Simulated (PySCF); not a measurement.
# C2H6F2OSi: electronic excitations and core binding energies

Wanted: the electronic excitations and core binding energies of C2H6F2OSi (`OC[C@@H](F)[SiH2]F`), by calculation.

Computed with PySCF 2.14.0, with density-fitted response routines of our own, on a single molecule in the gas phase. Atoms are numbered from 0 throughout.

### Step 1. The molecule as given

12 atoms, charge 0, multiplicity 1; geometry from: GFN2-xTB.

Bonds of the start (Å): O0–C1 1.40, C1–C2 1.53, C2–F3 1.40, C2–Si4 1.92, Si4–F5 1.61, O0–H6 0.97, C1–H7 1.09, C1–H8 1.10, C2–H9 1.10, Si4–H10 1.45, Si4–H11 1.45.

### Step 2. Ultraviolet spectrum: CAM-B3LYP/def2-SVPD

What the job is given:

```
{"job": {"kind": "uv", "xc": "CAM-B3LYP", "basis": "def2-SVPD", "nstates": 8, "ntriplets": 3}, "charge": 0, "multiplicity": 1}
O     -2.297995    -0.396306    -0.538030
C     -0.948560    -0.066158    -0.730009
C     -0.152194    -0.077537     0.572690
F     -0.118672    -1.398102     1.034487
Si     1.649789     0.552013     0.387050
F      2.114705     0.163049    -1.102613
H     -2.338467    -1.258094    -0.105128
H     -0.935632     0.940533    -1.152388
H     -0.473317    -0.753695    -1.442701
H     -0.710553     0.469080     1.340885
H      2.525978    -0.179104     1.281473
H      1.686117     2.003635     0.428256
```

With the program's defaults for keys left out, this is: TDDFT CAM-B3LYP/def2-SVPD, vertical, gas phase, core orbitals frozen in the response.

Run with:

```bash
$ OMP_NUM_THREADS=1 python probes_run.py task.json out
```

One launch serves the whole session: the jobs run in the order shown.

**Question.** This job is followed by: delta-SCF UKS SCAN, pcX-2 on the ionised atom, pcseg-1 elsewhere, spin-free X2C. What will the session give for the following? lowest singlet (CAM-B3LYP/def2-SVPD); brightest single state of those computed; lowest triplet; C1s binding energies, SCAN/pcX-2; F1s binding energies, SCAN/pcX-2; O1s binding energies, SCAN/pcX-2; Si1s binding energies, SCAN/pcX-2; Si2p binding energies, SCAN/pcX-2.

**Answer**, as computed:

| quantity | value |
| --- | --- |
| lowest singlet (CAM-B3LYP/def2-SVPD) | 7.25 eV (171 nm), f = 0.019 |
| brightest single state of those computed | state 7, 8.68 eV, f = 0.048 |
| lowest triplet | 6.90 eV |
| C1s binding energies, SCAN/pcX-2 | C2 292.73, C1 292.61 eV |
| F1s binding energies, SCAN/pcX-2 | F5 692.59, F3 692.49 eV |
| O1s binding energies, SCAN/pcX-2 | O0 538.96 eV |
| Si1s binding energies, SCAN/pcX-2 | Si4 1848.11 eV |
| Si2p binding energies, SCAN/pcX-2 | Si4 108.47 eV |

What this shows: The lowest singlet, at 7.25 eV, is HOMO→LUMO 0.69, HOMO−1→LUMO 0.24 and is weak; of the 8 states computed, the strongest absorption comes from state 7 at 8.68 eV. The lowest triplet lies 0.36 eV below the lowest singlet (triplets in Tamm-Dancoff, singlets in full TDDFT). C2 (sp3 CH bonded to F and Si) binds its C1s electron 0.12 eV more tightly than C1 (sp3 CH2 bonded to O). The F1s levels kept as sound span 0.10 eV, from F3 (fluorine on an sp3 carbon) up to F5 (fluorine bonded to Si).
